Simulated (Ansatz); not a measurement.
# CHGeP (triplet): from Hartree-Fock to the top rungs at a displaced geometry (v2), cc-pVDZ

The task here is to estimate one member of a computed series from the others.

The runs use Ansatz 0.2.0, Gaussian basis; cc-pVDZ, core rule «outside noble gas», up to 20 orbitals frozen.

The runs, in order: UHF; CCSD(T) on ROHF; CCSD(T) on UHF; BCCD(T) on ROHF; CISD; CCSDT(Q) on ROHF; CCSDT(Q) on UHF.

27 further runs of the same task are left out: 10 that didn't finish, 17 set aside as unsound or not needed.

## The geometry

The geometry is a PBE0/def2-TZVP stationary point (not a proven minimum) with its atoms shifted at random (size 0.100 Å). No spin-orbit coupling is included. The filled d shell of Ge may be among the frozen orbitals whatever the setting's name suggests; the logs give the count.

4 atoms, charge 0, spin multiplicity 3.

Atoms are counted from 1 here; the program's logs count them from 0.

Bond lengths: Ge1–C2 1.823 Å, Ge1–H4 1.491 Å, C2–P3 1.581 Å. Angles: C2–Ge1–H4 123.2°, Ge1–C2–P3 168.1°.

Set-up of the first run:

in.yaml

```yaml
crystal:
  periodic: [false, false, false]
  atoms:
    - {symbol: Ge, position_ang: [0.064563, -0.338731, 1.068562]}
    - {symbol: C, position_ang: [-0.100261, -0.191330, -0.740828]}
    - {symbol: P, position_ang: [-0.023698, -0.305039, -2.316032]}
    - {symbol: H, position_ang: [0.059396, 0.835100, 1.988298]}
basis:
  gaussian: {orbitals: cc-pVDZ}
magnetization: {spin_polarized: true, initial_magnetization: 2}
hamiltonian: {xc: hf}
output: {orbitals: {seedname: orbitals}}
```

Launch:

```bash
ansatz run in.yaml --threads 1 --pin off --events-out ev --progress --plain --max-ram 2393MiB
```

Steps of the session up to this table: UHF; CCSD(T) on ROHF; CCSD(T) on UHF; BCCD(T) on ROHF; CISD; CCSDT(Q) on ROHF; CCSDT(Q) on UHF.

One table of the session follows, with a row left open; its other results are not shown here.

```
   method  from RCCSDT(Q) (meV)
     ROHF               +9666.3
      UHF               +9018.6
     RMP2               +1198.4
     UMP2                     ?
    RCCSD                +578.2
    UCCSD                +546.9
 RCCSD(T)                 +82.9
 UCCSD(T)                +117.8
  BCCD(T)                 +80.1
   RCCSDT                 +59.1
   UCCSDT                 +42.5
RCCSDT(Q)                     0
UCCSDT(Q)                  -8.5
```

Estimate the missing values for UMP2.

The run gave: from RCCSDT(Q) (meV): +2001.2. In the column «from RCCSDT(Q) (meV)» it lies between RMP2 (+1198.4) and UHF (+9018.6).

Not comparable, so not listed: CISD (they don't share determinant, frozen orbitals or solution with the rows shown, or repeat one).

To keep in mind: The determinant is far from a pure spin state, so its energy mixes those of several spin states (harmless only where they are near-degenerate, as at dissociation). Restricted and unrestricted rows rest on different reference determinants; where their highest levels disagree by more than a few hundredths of an eV, they describe different states and don't form one ladder.
